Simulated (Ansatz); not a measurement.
Debugging a rigid torsion scan of AlH₅N₂Si, SMILES [NH2][Al]1[NH][SiH2]1 (Ansatz 0.2.0, Python API).

`alh5n2si_torsion.py`
```python
"""Energy of AlH5N2Si as one group turns about a bond."""

import ansatz as az
from ase import Atoms

BASIS = "6-31G*X"
FUNCTIONAL = "CAM-B3LYP"
FMAX = 0.02


def main() -> None:
    atoms = Atoms(["N", "Al", "N", "Si", "H", "H", "H", "H", "H"], positions=[
        [-0.3551, 2.0159, -1.2623],
        [0.2254, 0.6057, -0.2072],
        [1.2366, -0.9855, -0.0223],
        [-0.1486, -1.3472, 0.9299],
        [-0.9044, 1.6328, -2.1047],
        [-1.1171, 2.5822, -0.7043],
        [2.0472, -0.7596, 0.6855],
        [-0.9658, -2.3875, 0.2519],
        [0.0702, -1.403, 2.4164],
    ])

    # start the scan from a relaxed geometry
    first = (
        az.Crystal.molecule_from_ase(atoms).calculation()
        .basis(gaussian=BASIS)
        .functional(FUNCTIONAL)
        .relax(force_tolerance=FMAX, max_steps=30)
    )
    atoms.positions = first.run(threads=1).report["positions_ang"]

    start = atoms.get_dihedral(2, 1, 0, 4)
    energies = {}
    for turn in range(0, 360, 30):
        turned = atoms.copy()
        turned.set_dihedral(2, 1, 0, 4, start + turn, indices=[0, 4, 5])
        base = az.Crystal.molecule_from_ase(turned).calculation().basis(gaussian=BASIS).functional(FUNCTIONAL)
        energies[round((start + turn) % 360)] = base.run(threads=1).report["free_energy_ev"]
    floor = min(energies.values())
    print("dihedral N2-Al1-N0-H4 (deg)   E - E(min) (kcal/mol)")
    for angle, e in sorted(energies.items()):
        print(f"{angle:8d} {23.060548 * (e - floor):14.3f}  " + "#" * int(30 * (e - floor) / max(max(energies.values()) - floor, 1e-9)))


if __name__ == "__main__":
    main()
```

```console
$ python alh5n2si_torsion.py
Traceback (most recent call last):
  File "alh5n2si_torsion.py", line 47, in <module>
    main()
    ~~~~^^
  File "alh5n2si_torsion.py", line 31, in main
    atoms.positions = first.run(threads=1).report["positions_ang"]
                      ~~~~~~~~~^^^^^^^^^^^
  ...
ansatz.GaussianBasisError: pseudopotentials/gaussian/6-31g_st_x.bse can't be read: No such file or directory (os error 2)
```
(Library frames cut from the traceback.)

Find the fault and give the corrected script.

The fault: the library has no basis set of that name. The change:

```diff
--- before
+++ after
@@ -5,3 +5,3 @@
 
-BASIS = "6-31G*X"
+BASIS = "6-31G*"
 FUNCTIONAL = "CAM-B3LYP"
@@ -28,3 +28,3 @@
         .functional(FUNCTIONAL)
-        .relax(force_tolerance=FMAX, max_steps=30)
+        .relax(force_tolerance=FMAX, max_steps=80)
     )
```

With that change:

```console
$ python alh5n2si_torsion.py
dihedral N2-Al1-N0-H4 (deg)   E - E(min) (kcal/mol)
      30          1.213  #######
      60          3.757  ######################
      90          5.099  ##############################
     120          3.755  ######################
     150          1.212  #######
     180          0.004
     210          1.215  #######
     240          3.756  ######################
     270          5.093  #############################
     300          3.746  ######################
     330          1.205  #######
     360          0.000
```

The scan is rigid and the energies are electronic, in a modest basis. With rigid groups the curve can differ much from the relaxed path, the start wasn't checked as a minimum of this torsion, and equivalent turns needn't return to the same energy. Finished in 98 s on 1 thread of Intel(R) Xeon(R) Platinum 8259CL CPU @ 2.50GHz (Skylake/Cascade Lake), with other jobs on the host, peak memory 0.27 GiB.
